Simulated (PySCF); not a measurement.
# Xe²⁺ (triplet): basis, grid and Hamiltonian

The method stays; parts of the set-up, such as the basis or the Hamiltonian, are changed.

Computed with PySCF 2.14.0. Level: method and basis as typed in the scripts.

5 further runs of the same task are left out: 1 for a known fault of the program, 4 that didn't finish.

### 1 The atom

Xe²⁺ (triplet): 1 atom, charge 2, spin multiplicity 3.

### 2 The run that the others are compared with

Contents of input.py:

```python
from pyscf import gto, scf, mp

mol = gto.M(
    atom='Xe 0 0 0',
    basis='lanl2dz',
    ecp={'Xe': 'lanl2dz'},
    charge=2,
    spin=2,
    verbose=4,
)
mf = scf.UHF(mol)
mf.kernel()
mp.MP2(mf).kernel()
mf.dip_moment()
print('orbital energies (hartree):', [e[max(0, n-3):n+3].round(4) for e, n in zip(mf.mo_energy, mol.nelec)])
```

On the command line:

```sh
> python input.py
```

The log of this run is left out.

In short: E(SCF) = -14.046634 Eh, 7 cycles, E(MP2) − E(SCF) = -0.00333 Eh, ⟨S²⟩ = 2.000.

The triplet is typed in the script; nothing here shows that it is the ground state.

### 3 Density fitting auto

Variant 1 changes density fitting: none → auto.

Contents of input.py:

```python
from pyscf import gto, scf, mp

mol = gto.M(
    atom='Xe 0 0 0',
    basis='lanl2dz',
    ecp={'Xe': 'lanl2dz'},
    charge=2,
    spin=2,
    verbose=4,
)
mf = scf.UHF(mol)
mf = mf.density_fit()
mf.kernel()
mp.MP2(mf).kernel()
mf.dip_moment()
print('orbital energies (hartree):', [e[max(0, n-3):n+3].round(4) for e, n in zip(mf.mo_energy, mol.nelec)])
```

On the command line:

```sh
> python input.py
```

### 4 Jorge-dzp-dkh (core potential off, X2C on)

Variant 2 changes basis set: lanl2dz → jorge-dzp-dkh; core potential: on → off; spin-free X2C: off → on. The core potential changes with it: totals don't compare.

Edit input.py of step 2 so:

```diff
@@ -4,4 +4,3 @@
     atom='Xe 0 0 0',
-    basis='lanl2dz',
-    ecp={'Xe': 'lanl2dz'},
+    basis='jorge-dzp-dkh',
     charge=2,
@@ -11,2 +10,3 @@
 mf = scf.UHF(mol)
+mf = mf.sfx2c1e()
 mf.kernel()
```

### 5 X2c-svpall (core potential off, X2C on)

Variant 3 changes basis set: lanl2dz → x2c-svpall; core potential: on → off; spin-free X2C: off → on. The core potential changes with it: totals don't compare.

Edit input.py of step 2 so:

```diff
@@ -4,4 +4,3 @@
     atom='Xe 0 0 0',
-    basis='lanl2dz',
-    ecp={'Xe': 'lanl2dz'},
+    basis='x2c-svpall',
     charge=2,
@@ -11,2 +10,3 @@
 mf = scf.UHF(mol)
+mf = mf.sfx2c1e()
 mf.kernel()
```

### 6 Ano-rcc-vdzp (core potential off, X2C on)

Variant 4 changes basis set: lanl2dz → ano-rcc-vdzp; core potential: on → off; spin-free X2C: off → on. The core potential changes with it: totals don't compare.

Edit input.py of step 2 so:

```diff
@@ -4,4 +4,3 @@
     atom='Xe 0 0 0',
-    basis='lanl2dz',
-    ecp={'Xe': 'lanl2dz'},
+    basis='ano-rcc-vdzp',
     charge=2,
@@ -11,2 +10,3 @@
 mf = scf.UHF(mol)
+mf = mf.sfx2c1e()
 mf.kernel()
```

Before running it: what results should come out? Wanted: for each run, E(SCF); from base; gap, α spin; after the SCF.

**Answer**, as computed:

```csv
run,E(SCF) (hartree),from base (eV),cycles,"gap, α spin (eV)",functions,after the SCF
base,-14.046634,0,7,31.61,8,MP2 correlation -0.090 eV
density fitting auto,-14.049945,-0.0901,7,31.82,8,MP2 correlation -0.084 eV
"jorge-dzp-dkh (core potential off, X2C on)",-7435.827641,not comparable,7,26.70,48,MP2 correlation -15.176 eV
"x2c-svpall (core potential off, X2C on)",-7441.697159,not comparable,8,25.27,36,MP2 correlation -1.773 eV
"ano-rcc-vdzp (core potential off, X2C on)",-7442.317179,not comparable,7,29.58,43,MP2 correlation -13.535 eV
```

The dearest run is “ano-rcc-vdzp (core potential off, X2C on)”, at 3.4 s against 0.9 s.
